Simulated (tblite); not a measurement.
# C5H12O2Si: the cost of one run

Programs: tblite 0.8.0 and PySCF 2.14.0, with density-fitted response routines of our own. Each step states its level of theory. These are calculated values for one molecule in the gas phase, unless marked as measured. Atoms count from 0, in the outputs and in this text.

### 1 Starting geometry

20 atoms, charge 0, multiplicity 1; geometry from: force field or distance geometry start.

Bonds of the start (Å): C0–C1 1.36, C1–C2 1.50, C2–O3 1.43, C1–O4 1.40, O4–Si5 1.68, Si5–C6 1.87, C6–C7 1.53, C0–H8 1.09, C0–H9 1.07, C2–H10 1.08, C2–H11 1.10, O3–H12 0.99, Si5–H13 1.49, Si5–H14 1.48, C6–H15 1.09, C6–H16 1.09, C7–H17 1.08, C7–H18 1.10, C7–H19 1.09.

### 2 Relaxing the molecule with GFN2-xTB

What the job is given:

```
{"job": {"kind": "relax", "xc": "GFN2-xTB", "basis": "xTB"}, "charge": 0, "multiplicity": 1}
C      2.778000    -0.909400     0.879300
C      1.702400    -0.377400     0.243700
C      1.838900     0.787500    -0.690500
O      0.955000     1.847000    -0.299100
O      0.441200    -0.845000     0.613600
Si    -0.704000    -1.269600    -0.538000
C     -1.945400     0.083600    -0.884800
C     -2.660900     0.642100     0.343600
H      2.650400    -1.713300     1.601000
H      3.774000    -0.555000     0.698400
H      2.844800     1.192900    -0.700900
H      1.580800     0.501000    -1.718900
H      0.880800     1.790300     0.689300
H     -0.016500    -1.657200    -1.803100
H     -1.425200    -2.459800    -0.040400
H     -2.695600    -0.308900    -1.569400
H     -1.439600     0.908300    -1.392600
H     -1.964700     1.079600     1.049700
H     -3.227400    -0.141100     0.870600
H     -3.372200     1.415200     0.042000
```

On the command line:

```console
$ OMP_NUM_THREADS=1 python probes_run.py task.json out
```

One launch serves the whole session: the jobs run in the order shown.

**Question.** How long does this first job take on 1 thread of Arm Neoverse N1, shared host?

About 2.8 s.
